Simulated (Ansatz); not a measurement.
# GeF+ (singlet): the correlation ladder at distance Ge1–F2 = 2.000 Å, cc-pVDZ

The task here is to estimate one member of a computed series from the others.

Method: cc-pVDZ, core rule «outside noble gas», up to 15 orbitals frozen; program: Ansatz 0.2.0, Gaussian basis.

The runs, in order: UHF; CCSD(T) on RHF; BCCD(T) on RHF; CISD; CCSDT(Q) on RHF; CCSDTQ on RHF; CASSCF and MRCISD+Q, 2 electrons in 2 orbitals; CASSCF and NEVPT2, 2 electrons in 2 orbitals.

41 further runs of the same task are left out: 18 for a known fault of the program, 20 that didn't finish, 3 set aside as unsound or not needed.

## The system

The geometry derives from a PBE0/def2-TZVP stationary point (not a proven minimum). One bond is set to the value named and the two fragments are kept rigid. No spin-orbit coupling is included. The filled d shell of Ge may be among the frozen orbitals whatever the setting's name suggests; the logs give the count.

2 atoms, charge 1, spin multiplicity 1.

Atoms are counted from 1 here; the program's logs count them from 0.

Bond lengths: Ge1–F2 2.000 Å.

The first run:

in.yaml reads:

```yaml
crystal:
  periodic: [false, false, false]
  atoms:
    - {symbol: Ge, position_ang: [0.000000, 0.000000, 0.000000]}
    - {symbol: F, position_ang: [0.000000, 0.000000, 2.000000]}
basis:
  gaussian: {orbitals: cc-pVDZ}
total_charge: 1
magnetization: {spin_polarized: true, initial_magnetization: 0}
hamiltonian: {xc: hf}
output: {orbitals: {seedname: orbitals}}
```

Command:

```
$ ansatz run in.yaml --threads 1 --pin off --events-out ev --progress --plain --max-ram 2393MiB
```

Steps of the session up to this table: UHF; CCSD(T) on RHF; BCCD(T) on RHF; CISD; CCSDT(Q) on RHF; CCSDTQ on RHF; CASSCF and MRCISD+Q, 2 electrons in 2 orbitals; CASSCF and NEVPT2, 2 electrons in 2 orbitals.

One table of the session follows, with a row left open; its other results are not shown here.

```
       method  from RCCSDTQ (kcal/mol)
          RHF                  +173.58
         RMP2                   +12.99
        RCCSD                    +6.99
     RCCSD(T)                    +1.31
      BCCD(T)                    +0.99
       RCCSDT                    +0.67
    RCCSDT(Q)                    -0.56
      RCCSDTQ                        0
  CASSCF pair                        ?
  NEVPT2 pair                   +14.20
  MRCISD pair                   +14.90
MRCISD+Q pair                    +2.49
```

Q: Estimate the row for CASSCF pair from the others.

The run gave: from RCCSDTQ (kcal/mol): +156.74. In the column «from RCCSDTQ (kcal/mol)» it lies between MRCISD pair (+14.90) and RHF (+173.58).

Not comparable, so not listed: CISD (they don't share determinant, frozen orbitals or solution with the rows shown, or repeat one).
